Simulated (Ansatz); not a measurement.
# BrFH: the cost of one run

Computed with Ansatz 0.2.0 (the levels named in each step, unless a step's input says otherwise).

## (1) Starting point

Bond lengths: F1–H3 0.932 Å.

Structure file:

```xyz
3

F    -2.4533    0.6502   -1.3593
Br    0.6057   -0.1646    0.3482
H    -1.7738    0.7913   -1.9821
```

## (2) A rough first relaxation, PBE-D4/def2-SVP

This run stands in another session on the same molecule. It ended at:

```xyz
3

F    -2.1926    0.5602   -1.1499
Br    0.1302   -0.0057   -0.0176
H    -1.5590    0.7223   -1.8257
```

## (3) Relaxation, PBE0-D4/def2-TZVPP

This run stands in another session on the same molecule. It ended at:

```xyz
3

F    -2.1607    0.5692   -1.1867
Br    0.3372   -0.0915    0.1934
H    -1.7979    0.7991   -1.9999
```

## (4) Frequencies, PBE0-D4/def2-TZVPP

File input.yaml:

```yaml
crystal:
  periodic: [false, false, false]
  atoms:
    - { symbol: F, position_ang: [-2.1607407, 0.56924454, -1.18669575] }
    - { symbol: Br, position_ang: [0.33719976, -0.09146364, 0.19337277] }
    - { symbol: H, position_ang: [-1.79786907, 0.7990691, -1.99988702] }
magnetization:
  spin_polarized: true
  initial_magnetization: 1
basis:
  gaussian: { orbitals: def2-TZVPP }
hamiltonian:
  xc: pbe0
  dispersion: d4
phonons: {}
```

Launch:

```bash
$ ansatz run input.yaml --threads 2 --pin off --max-ram 5120MiB --backend cpu --events-out ev --progress --plain --runs-dir out
```

What time and memory should one allow on 2 threads of Arm Neoverse N1, shared host?

About 30 s, with a peak of 0.25 GiB.
